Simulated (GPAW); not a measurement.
Here is a GPAW 26.7.0 calculation.

Contents of run.py:

```python
from ase import Atoms
from ase.eos import EquationOfState
from ase.io import Trajectory
from ase.units import GPa
from gpaw import GPAW, PW

atoms = Atoms(['Se', 'Ga', 'Ga', 'Ga'],
              cell=[[4.432465, 0.0, 0.0],
                    [0.0, 4.432465, 0.0],
                    [0.0, 0.0, 4.432465]],
              scaled_positions=[[0.0, 0.0, 0.0],
                                [0.5, 0.5, 0.0],
                                [0.5, 0.0, 0.5],
                                [0.0, 0.5, 0.5]],
              pbc=True)

traj = Trajectory('eos.traj', 'w')
volumes, energies = [], []
for x in [0.94, 0.96, 0.98, 1.0, 1.02, 1.04, 1.06]:
    a = atoms.copy()
    a.set_cell(atoms.cell * x**(1 / 3), scale_atoms=True)
    calc = GPAW(mode=PW(600),
                xc='MGGA_X_R2SCAN+MGGA_C_R2SCAN',
                kpts={'size': (6, 6, 6), 'gamma': True},
                occupations={'name': 'fermi-dirac', 'width': 0.05},
                nbands=18,
                convergence={'density': 1e-05, 'energy': 1e-05},
                maxiter=150,
                txt=f'eos-{x:.2f}.txt')
    a.calc = calc
    energies.append(a.get_potential_energy(force_consistent=True))
    volumes.append(a.get_volume())
    p = -a.get_stress()[:3].mean() / GPa
    calc.write(f'eos-{x:.2f}.gpw')
    traj.write(a)
    print(f'{x:.2f} {volumes[-1]:10.4f} A^3 {energies[-1]:14.6f} eV {p:9.3f} GPa', flush=True)

v0, e0, B = EquationOfState(volumes, energies, eos='birchmurnaghan').fit()
print(f'V0 = {v0:.4f} A^3, E0 = {e0:.6f} eV, B0 = {B / GPa:.2f} GPa')
```

Potentials or basis: GPAW PAW data sets (gpaw-data 1.2.1), pw.

The run is started by

```console
$ OMP_NUM_THREADS=1 python run.py
```

What does it give for the bulk modulus?

46 GPa (rough).

Predict the equilibrium volume.

20.61 Å³/atom (rough: see the caveat).

Energy against volume, from the lowest point:
```
volume (Å³/atom)  energy (meV/atom)
          20.465               0.00
          20.900               0.39
          21.335               3.16
          21.771               8.04
          22.206              14.70
          22.642              22.92
          23.077              32.50
```

Caveat: the points scatter about the fit; the PAW data sets were made with another functional, which shifts forces and pressure a little.
